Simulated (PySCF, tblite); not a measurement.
**C5H10B2F2: geometry, infrared bands and NMR shifts**

Wanted: the infrared bands and NMR shifts of C5H10B2F2 (`B[C@@H](BCC=C)C(F)F`), by calculation.

Programs: tblite 0.8.0 and PySCF 2.14.0, with density-fitted response routines of our own. Each step states its level of theory. These are calculated values for one molecule in the gas phase, unless marked as measured. Atoms count from 0, in the outputs and in this text.

## 1. The starting structure

19 atoms, charge 0, multiplicity 1; geometry from: force field or distance geometry start.

Bonds of the start (Å): B0–C1 1.60, C1–B2 1.60, B2–C3 1.60, C3–C4 1.47, C4–C5 1.35, C1–C6 1.51, C6–F7 1.39, C6–F8 1.37, B0–H9 1.18, B0–H10 1.18, C1–H11 1.10, B2–H12 1.20, C3–H13 1.12, C3–H14 1.12, C4–H15 1.08, C5–H16 1.10, C5–H17 1.08, C6–H18 1.11.

## 2. Optimising the geometry with GFN2-xTB

What the job is given:

```
{"job": {"kind": "relax", "xc": "GFN2-xTB", "basis": "xTB"}, "charge": 0, "multiplicity": 1}
B      2.466600    -1.194300     0.235400
C      1.170000    -0.350500    -0.179200
B      0.003200    -0.679400     0.867600
C     -1.529300    -0.669200     0.420700
C     -1.785500     0.170200    -0.759300
C     -2.657800     1.184300    -0.587600
C      1.578200     1.105000    -0.086900
F      1.964100     1.314600     1.234200
F      0.491500     1.861700    -0.421100
H      3.122200    -0.740700     1.103400
H      2.816200    -2.157000    -0.342100
H      0.896800    -0.657100    -1.199900
H      0.263700    -1.517900     1.684500
H     -1.783400    -1.721100     0.144000
H     -2.187800    -0.396900     1.282000
H     -1.315200     0.004000    -1.719100
H     -3.067900     1.267800     0.427400
H     -2.917600     1.863200    -1.384200
H      2.462100     1.322800    -0.727100
```

The run is started by

```console
$ OMP_NUM_THREADS=1 python probes_run.py task.json out
```

This one command runs all jobs of the session in turn.

Output:

```text
step      E/eV     max force
  0    -752.40955    2.788
  1    -752.62733    2.285
  2    -752.83620    1.177
  3    -752.95161    0.734
  4    -753.00666    0.451
  5    -753.03638    0.395
  6    -753.06730    0.386
  7    -753.08330    0.307
  8    -753.09555    0.250
  9    -753.10751    0.260
 10    -753.11925    0.277
 11    -753.12784    0.210
 12    -753.13353    0.159
 13    -753.13820    0.147
 14    -753.14327    0.252
 15    -753.14783    0.256
 16    -753.15091    0.149
 17    -753.15308    0.104
 18    -753.15533    0.118
 19    -753.15830    0.226
 20    -753.16198    0.262
 21    -753.16538    0.188
 22    -753.16772    0.106
 23    -753.16942    0.082
 24    -753.17101    0.107
 25    -753.17273    0.107
 26    -753.17460    0.133
 27    -753.17655    0.127
 28    -753.17854    0.096
 29    -753.18043    0.100
 30    -753.18205    0.101
 31    -753.18344    0.107
 32    -753.18471    0.075
 33    -753.18593    0.083
 34    -753.18722    0.083
 35    -753.18855    0.077
 36    -753.18977    0.081
 37    -753.19082    0.077
 38    -753.19179    0.071
 39    -753.19289    0.085
 40    -753.19432    0.114
 41    -753.19602    0.110
 42    -753.19769    0.112
 43    -753.19919    0.086
 44    -753.20070    0.087
 45    -753.20231    0.080
 46    -753.20377    0.106
 47    -753.20484    0.089
 48    -753.20593    0.077
 49    -753.20706    0.074
 50    -753.20856    0.086
 51    -753.20996    0.092
 52    -753.21145    0.072
 53    -753.21273    0.070
 54    -753.21417    0.091
 55    -753.21576    0.103
 56    -753.21661    0.146
 57    -753.21774    0.134
 58    -753.21895    0.058
 59    -753.21991    0.053
 60    -753.22164    0.069
 61    -753.22305    0.102
 62    -753.22456    0.120
 63    -753.22575    0.100
 64    -753.22714    0.073
 65    -753.22831    0.083
 66    -753.22986    0.107
 67    -753.23145    0.107
 68    -753.23297    0.104
 69    -753.23400    0.094
 70    -753.23503    0.102
 71    -753.23592    0.071
 72    -753.23722    0.058
 73    -753.23796    0.084
 74    -753.23981    0.110
 75    -753.24259    0.154
 76    -753.24703    0.177
 77    -753.25219    0.188
 78    -753.25777    0.182
 79    -753.25888    0.259
 80    -753.26419    0.210
 81    -753.26744    0.157
 82    -753.27177    0.105
 83    -753.27575    0.147
 84    -753.27811    0.179
 85    -753.28094    0.117
 86    -753.28373    0.100
 87    -753.28513    0.076
 88    -753.28615    0.080
 89    -753.28729    0.080
 90    -753.28848    0.100
 91    -753.28985    0.085
 92    -753.29098    0.064
 93    -753.29194    0.069
 94    -753.29277    0.079
 95    -753.29382    0.100
 96    -753.29490    0.078
 97    -753.29579    0.065
 98    -753.29644    0.063
 99    -753.29718    0.065
100    -753.29790    0.062
101    -753.29868    0.089
102    -753.29952    0.098
103    -753.30034    0.072
104    -753.30102    0.065
105    -753.30170    0.081
106    -753.30263    0.095
107    -753.30403    0.107
108    -753.30593    0.108
109    -753.30762    0.105
110    -753.30905    0.100
111    -753.31060    0.086
112    -753.31246    0.102
113    -753.31466    0.099
114    -753.31627    0.095
115    -753.31777    0.094
116    -753.31947    0.097
117    -753.32179    0.103
118    -753.32395    0.090
119    -753.32539    0.074
120    -753.32644    0.070
121    -753.32754    0.074
122    -753.32852    0.089
123    -753.32994    0.108
124    -753.33160    0.081
125    -753.33296    0.098
126    -753.33451    0.098
127    -753.33663    0.114
128    -753.33887    0.127
129    -753.34106    0.117
130    -753.34329    0.127
131    -753.34477    0.147
132    -753.34680    0.083
133    -753.34754    0.051
134    -753.34813    0.054
135    -753.34870    0.053
136    -753.34939    0.070
137    -753.34982    0.075
138    -753.35026    0.045
139    -753.35067    0.050
140    -753.35109    0.053
141    -753.35154    0.055
142    -753.35195    0.048
143    -753.35230    0.045
144    -753.35262    0.055
145    -753.35301    0.053
146    -753.35352    0.046
147    -753.35405    0.049
148    -753.35453    0.046
149    -753.35495    0.049
150    -753.35539    0.049
151    -753.35585    0.047
152    -753.35630    0.039
153    -753.35673    0.037
154    -753.35714    0.043
155    -753.35753    0.041
156    -753.35786    0.047
157    -753.35811    0.039
158    -753.35833    0.048
159    -753.35860    0.040
160    -753.35893    0.039
161    -753.35921    0.032
162    -753.35944    0.036
163    -753.35962    0.030
164    -753.35977    0.030
165    -753.35988    0.025
166    -753.35995    0.018
167    -753.35999    0.016
168    -753.36003    0.014
169    -753.36006    0.012
170    -753.36009    0.013
171    -753.36011    0.013
172    -753.36015    0.014
173    -753.36021    0.021
174    -753.36030    0.025
175    -753.36040    0.026
176    -753.36050    0.028
177    -753.36059    0.026
178    -753.36069    0.020
179    -753.36078    0.020
180    -753.36086    0.017
181    -753.36091    0.015
182    -753.36093    0.013
183    -753.36095    0.010
184    -753.36097    0.009
```

Wall time 1.1 s (1 thread of Intel Xeon 6975P-C, shared host); peak memory 0.18 GiB.

Step by step: (not every step is listed)

| step | energy from step 0 (eV) | largest force (eV/Å) |
| --- | --- | --- |
| 0 | 0.0000 | 2.7880 |
| 1 | -0.2178 | 2.2853 |
| 2 | -0.4266 | 1.1771 |
| 3 | -0.5421 | 0.7338 |
| 4 | -0.5971 | 0.4515 |
| 5 | -0.6268 | 0.3953 |
| 6 | -0.6578 | 0.3863 |
| 7 | -0.6738 | 0.3071 |
| 8 | -0.6860 | 0.2504 |
| 25 | -0.7632 | 0.1069 |
| 42 | -0.7881 | 0.1119 |
| 59 | -0.8104 | 0.0530 |
| 76 | -0.8375 | 0.1766 |
| 93 | -0.8824 | 0.0689 |
| 110 | -0.8995 | 0.0996 |
| 127 | -0.9271 | 0.1142 |
| 144 | -0.9431 | 0.0550 |
| 161 | -0.9497 | 0.0319 |
| 178 | -0.9511 | 0.0201 |
| 179 | -0.9512 | 0.0205 |
| 180 | -0.9513 | 0.0170 |
| 181 | -0.9514 | 0.0147 |
| 182 | -0.9514 | 0.0133 |
| 183 | -0.9514 | 0.0102 |
| 184 | -0.9514 | 0.0089 |

Close pairs (by a distance rule), those that changed most:

| bond | before (Å) | after (Å) | change (Å) |
| --- | --- | --- | --- |
| C6–F7 | 1.392 | 1.356 | -0.036 |
| B0–C1 | 1.602 | 1.570 | -0.032 |
| B2–H12 | 1.199 | 1.170 | -0.030 |
| C4–C5 | 1.349 | 1.320 | -0.028 |
| C3–C4 | 1.471 | 1.496 | +0.025 |
| C3–H14 | 1.118 | 1.094 | -0.024 |
| B2–C3 | 1.596 | 1.575 | -0.022 |
| C3–H13 | 1.117 | 1.097 | -0.020 |

The final coordinates are the input of the step that follows.

## 3. Infrared spectrum with GFN2-xTB

What the job is given:

```
{"job": {"kind": "ir", "xc": "GFN2-xTB", "basis": "xTB"}, "charge": 0, "multiplicity": 1}
B      1.775823    -1.084515    -0.585351
C      1.123533     0.219327    -0.003177
B      0.030677    -0.241793     1.057425
C     -1.425889    -0.657659     0.626761
C     -1.819929    -0.409640    -0.794517
C     -2.749521     0.448438    -1.172468
C      2.137711     1.188835     0.586903
F      2.797535     0.658372     1.646112
F      1.524511     2.311735     1.061410
H      2.898545    -1.325801    -0.374727
H      1.127159    -1.818570    -1.218923
H      0.601124     0.741632    -0.810437
H      0.320437    -0.291810     2.189561
H     -1.514900    -1.732285     0.829557
H     -2.151508    -0.178903     1.290851
H     -1.280880    -0.983898    -1.536320
H     -3.306460     1.032706    -0.457585
H     -2.997458     0.605268    -2.208596
H      2.899688     1.527812    -0.133940
```

Output:

```text
mode    cm-1     km/mol
  1      34.6      0.80
  2      47.7      2.10
  3      75.9      0.36
  4      97.3      0.52
  5     150.8      1.31
  6     169.9      2.69
  7     185.8      2.92
  8     217.8      0.11
  9     260.0      2.64
 10     382.1      6.35
 11     407.3      7.17
 12     430.6      9.51
 13     489.2      6.11
 14     589.5      2.57
 15     620.2     22.08
 16     671.1      1.23
 17     733.3      5.19
 18     766.5     40.91
 19     816.1     86.85
 20     836.5     22.29
 21     892.6     16.76
 22     904.5     19.88
 23     968.1    127.44
 24     973.4     16.40
 25     993.4     93.34
 26    1005.6    135.57
 27    1026.3      9.01
 28    1026.8    111.56
 29    1058.7      9.08
 30    1112.5    141.93
 31    1134.7    229.47
 32    1178.0     18.16
 33    1189.9     85.94
 34    1245.4     11.54
 35    1256.1     92.91
 36    1282.4     38.82
 37    1291.2     11.84
 38    1299.3     12.18
 39    1411.4     12.63
 40    1437.1     11.70
 41    1715.9     20.20
 42    2656.8    103.86
 43    2659.9     70.24
 44    2699.7    111.21
 45    2867.5     51.08
 46    2911.4     22.74
 47    2939.1      8.09
 48    2963.1     18.15
 49    3059.9     31.96
 50    3095.3     26.54
 51    3121.6     56.21
```

Wall time 0.54 s (1 thread of Intel Xeon 6975P-C, shared host); peak memory 0.18 GiB.

The strongest bands and the atoms that carry them (share of the mass-weighted mode):

| cm⁻¹ | km/mol | atoms |
| --- | --- | --- |
| 968 | 127.4 | H11 36 %, C6 22 %, F7 13 % |
| 993 | 93.3 | H11 36 %, C1 23 % |
| 1006 | 135.6 | C6 35 %, H11 23 %, F8 15 % |
| 1027 | 111.6 | C1 28 %, C6 22 %, H12 13 % |
| 1112 | 141.9 | C6 34 %, H18 13 %, B2 13 %, C1 12 % |
| 1135 | 229.5 | B2 33 %, H12 17 %, H11 16 %, C6 11 % |
| 2657 | 103.9 | H12 85 % |
| 2700 | 111.2 | H10 51 %, H9 38 %, B0 11 % |

## 4. Nuclear shieldings: PBE0/pcSseg-1

The job, as its differences from that of step 3:

```diff
@@ -1,2 +1,2 @@
-{"job": {"kind": "ir", "xc": "GFN2-xTB", "basis": "xTB"}, "charge": 0, "multiplicity": 1}
+{"job": {"kind": "nmr", "xc": "PBE0", "basis": "pcSseg-1"}, "charge": 0, "multiplicity": 1}
 B      1.775823    -1.084515    -0.585351
```

Method: GIAO PBE0/pcSseg-1 NMR shielding, non-relativistic, gas phase.

Output:

```text
coarse grid: 15976 points
cycle   1  E = -445.1644497382  dE =  9.172e-01  |g| = 7.481e-01  |ddm| = 3.715e+00
cycle   2  E = -445.1054749187  dE =  5.897e-02  |g| = 1.000e+00  |ddm| = 1.087e+00
cycle   3  E = -445.2710012662  dE = -1.655e-01  |g| = 8.268e-02  |ddm| = 6.167e-01
cycle   4  E = -445.2721376438  dE = -1.136e-03  |g| = 3.562e-02  |ddm| = 8.259e-02
cycle   5  E = -445.2724160264  dE = -2.784e-04  |g| = 5.185e-03  |ddm| = 3.171e-02
cycle   6  E = -445.2724218500  dE = -5.824e-06  |g| = 1.894e-03  |ddm| = 6.214e-03
final grid: 155384 points
cycle   7  E = -445.3364058258  dE = -6.388e-05  |g| = 8.782e-03  |ddm| = 3.407e-02
cycle   8  E = -445.3363984945  dE =  7.331e-06  |g| = 1.105e-02  |ddm| = 1.586e-02
cycle   9  E = -445.3364244021  dE = -2.591e-05  |g| = 1.227e-03  |ddm| = 8.127e-03
cycle  10  E = -445.3364246780  dE = -2.759e-07  |g| = 3.035e-04  |ddm| = 1.121e-03
cycle  11  E = -445.3364246952  dE = -1.716e-08  |g| = 1.230e-04  |ddm| = 3.274e-04
cycle  12  E = -445.3364246986  dE = -3.460e-09  |g| = 3.625e-05  |ddm| = 1.118e-04
cycle  13  E = -445.3364246989  dE = -3.015e-10  |g| = 8.757e-06  |ddm| = 3.213e-05
converged SCF energy = -445.3364246989

GIAO shielding tensors (ppm)
atom      isotropic    diamagn.    paramagn.     s11        s22        s33       span
  0 B       14.487     193.663    -179.175    -58.678    -31.220    133.360    192.038
  1 C      109.014     258.411    -149.397     45.001    119.692    162.347    117.346
  2 B       12.913     191.219    -178.306    -58.173    -24.362    121.274    179.447
  3 C      142.843     252.336    -109.493    120.577    149.141    158.812     38.236
  4 C       41.606     257.714    -216.109    -82.338     43.387    163.769    246.107
  5 C       65.644     253.522    -187.878    -45.440     85.574    156.797    202.237
  6 C       62.228     238.005    -175.778     40.411     65.393     80.879     40.468
  7 F      311.466     473.189    -161.722    202.843    343.872    387.683    184.840
  8 F      291.635     475.357    -183.722    200.118    330.288    344.498    144.380
  9 H       23.704      30.052      -6.348     15.755     26.734     28.622     12.867
 10 H       23.820      31.153      -7.333     15.755     27.194     28.512     12.757
 11 H       27.631      35.456      -7.824     23.399     27.615     31.881      8.482
 12 H       23.748      30.836      -7.089     16.938     25.569     28.736     11.797
 13 H       29.362      30.170      -0.809     25.122     28.468     34.495      9.372
 14 H       28.740      31.812      -3.072     25.227     28.970     32.023      6.796
 15 H       24.738      33.544      -8.807     22.685     24.589     26.939      4.253
 16 H       26.336      31.315      -4.979     23.204     25.872     29.932      6.728
 17 H       26.303      29.681      -3.378     23.302     25.588     30.018      6.716
 18 H       25.001      27.621      -2.620     22.772     23.951     28.279      5.507
```

Wall time 26 s (1 thread of Intel Xeon 6975P-C, shared host); peak memory 0.9 GiB.

The references, computed at this level on geometries of the same kind, shield at (ppm): ¹H TMS 31.72, ¹³C TMS 186.9, ¹⁹F CFCl3 170.9, ¹¹B BF3·OEt2 100.1. Their shielding less the atom's gives the shift. The references are single molecules in the gas phase, so shifts against H2O, NH3, PH3, H3PO4 or CFCl3 are not on the usual liquid scales and can be off by tens of ppm. Atoms listed in one row are averaged.

| atoms | environment | σ (ppm) | δ (ppm) | δ scaled to CDCl3 |
| --- | --- | --- | --- | --- |
| C4 | alkene CH | 41.6 | 145.3 | 139.9 |
| C6 | sp3 CH bonded to 2 F | 62.2 | 124.7 | 119.8 |
| C5 | terminal =CH2 carbon | 65.6 | 121.3 | 116.5 |
| C1 | sp3 CH bonded to 2 B | 109.0 | 77.9 | 74.1 |
| C3 | allylic sp3 CH2 bonded to B | 142.8 | 44.1 | 41.1 |
| H12 | hydrogen on a boron bonded to 2 C | 23.75 | 7.97 | – |
| H9, H10 | hydrogen on a boron bonded to C | 23.76 | 7.95 | – |
| H15 | hydrogen on an alkene CH | 24.74 | 6.98 | 6.69 |
| H18 | hydrogen on an sp3 CH bonded to 2 F | 25.00 | 6.72 | 6.44 |
| H17 | hydrogen on a terminal =CH2 carbon | 26.30 | 5.41 | 5.21 |
| H16 | hydrogen on a terminal =CH2 carbon | 26.34 | 5.38 | 5.18 |
| H11 | hydrogen on an sp3 CH bonded to 2 B | 27.63 | 4.09 | 3.96 |
| H14 | hydrogen on an allylic sp3 CH2 bonded to B | 28.74 | 2.98 | 2.91 |
| H13 | hydrogen on an allylic sp3 CH2 bonded to B | 29.36 | 2.36 | 2.33 |
| B2 | boron bonded to 2 C, H | 12.9 | 87.2 | – |
| B0 | boron bonded to C, 2 H | 14.5 | 85.6 | – |
| F8 | fluorine of a CF2 group | 291.6 | -120.7 | – |
| F7 | fluorine of a CF2 group | 311.5 | -140.5 | – |

The scaled column applies a straight-line fit of computed shieldings to shifts measured in CDCl3, and one for carbons that bear F (root-mean-square error 0.16 ppm for H, 1.9 ppm for C).

Charges from the same density, by scheme (e):

| atoms | Mulliken | IAO | Hirshfeld | ESP fit |
| --- | --- | --- | --- | --- |
| B0 | 0.16 | 0.07 | 0.16 | 0.25 |
| C1 | -0.71 | -0.42 | -0.18 | -0.18 |
| B2 | 0.37 | 0.22 | 0.18 | 0.52 |
| C3 | -0.41 | -0.41 | -0.14 | -0.53 |
| C4 | -0.26 | -0.12 | -0.04 | 0.11 |
| C5 | -0.15 | -0.33 | -0.11 | -0.59 |
| C6 | 0.58 | 0.46 | 0.15 | 0.35 |
| F7 | -0.30 | -0.31 | -0.10 | -0.24 |
| F8 | -0.31 | -0.31 | -0.12 | -0.25 |

Mayer bond orders: B0–C1 0.96, C1–B2 0.90, B2–C3 0.99, C3–C4 1.05, C4–C5 1.99, C1–C6 1.02, C6–F7 0.94, C6–F8 0.93.

## 5. Summary of results

| quantity | value |
| --- | --- |
| strongest single infrared mode (GFN2-xTB) | 1135 cm⁻¹, 229 km/mol |
| zero-point energy (GFN2-xTB) | 87.7 kcal/mol |
| ¹³C shifts against TMS (PBE0/pcSseg-1) | 145.3, 124.7, 121.3, 77.9, 44.1 ppm |
| ¹H shifts against TMS (PBE0/pcSseg-1, means over atoms taken as alike) | 7.97, 7.95, 6.98, 6.72, 5.41, 5.38, 4.09, 2.98, 2.36 ppm |
| ¹¹B shifts against BF3·OEt2 (PBE0/pcSseg-1) | 87.2, 85.6 ppm |
| ¹⁹F shifts against CFCl3 (PBE0/pcSseg-1) | -120.7, -140.5 ppm |

**Reading.** The optimisation took 184 steps and gained 0.951 eV; among the close pairs (by a distance rule), C6–F7 changed most, from 1.392 to 1.356 Å. No mode is imaginary among the 51: a minimum at this level. The strongest single mode, at 1135 cm⁻¹, is carried by B2, H12, H11, C6. Unscaled tight-binding wavenumbers are off by several per cent, some by more. Its intensities can rank the bands wrongly. C4 (alkene CH) lies farthest downfield among carbon, at 145.3 ppm; an sp2 carbon of a C=C bond. At PBE0/pcSseg-1: The largest span, 246 ppm, is at C4, where the paramagnetic term is -216 ppm.
